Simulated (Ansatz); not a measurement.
# BrF2GeH3: the cost of one run

All numbers below are computed with Ansatz 0.2.0 (RKS B3LYP-D4/def2-SVP).

## Step 1: Starting point

Bond lengths: Ge1–F3 1.680 Å, Ge1–H4 1.549 Å, Ge1–F5 1.679 Å, Ge1–Br6 2.700 Å. Angles: F3–Ge1–H4 109.5°, F3–Ge1–F5 109.5°, F3–Ge1–Br6 178.9°, H4–Ge1–F5 109.5°, H4–Ge1–Br6 70.0°, F5–Ge1–Br6 70.0°.

As a file:

```xyz
7

Ge    0.0000    0.0000    0.0000
H     0.0000    0.0000    1.9000
F     1.5842    0.0000   -0.5594
H    -0.7300    1.2648   -0.5162
F    -0.7913   -1.3709   -0.5594
Br   -2.5623    0.0000    0.8514
H    -0.9607    0.0000    1.9922
```

## Step 2: Pulling towards end A

Springs on the bonds that form and break draw the guess towards this end; the thresholds are loose.

File input.yaml:

```yaml
crystal:
  periodic: [false, false, false]
  atoms:
    - { symbol: Ge, position_ang: [0.0, 0.0, 0.0] }
    - { symbol: H, position_ang: [0.0, 0.0, 1.9] }
    - { symbol: F, position_ang: [1.5842, 0.0, -0.5594] }
    - { symbol: H, position_ang: [-0.73, 1.2648, -0.5162] }
    - { symbol: F, position_ang: [-0.7913, -1.3709, -0.5594] }
    - { symbol: Br, position_ang: [-2.5623, 0.0, 0.8514] }
    - { symbol: H, position_ang: [-0.9607, 0.0, 1.9922] }
basis:
  gaussian: { orbitals: def2-SVP }
hamiltonian:
  xc: b3lyp
  dispersion: d4
relax:
  f_tol: 0.15
  max_steps: 25
  restrain:
    - { distance: [0, 5], at: 3.6, k: 30.0 }
    - { distance: [6, 1], at: 1.86, k: 30.0 }
    - { distance: [0, 1], at: 1.55, k: 30.0 }
    - { distance: [6, 5], at: 1.55, k: 30.0 }
output:
  orbitals: {}
```

Run with:

```bash
$ ansatz run input.yaml --threads 2 --pin off --max-ram 3072MiB --backend cpu --events-out ev --progress --plain --runs-dir out
```

Q: Estimate wall time and peak memory on 2 threads of Arm Neoverse V2, shared host.

About 26 s, with a peak of 0.27 GiB.
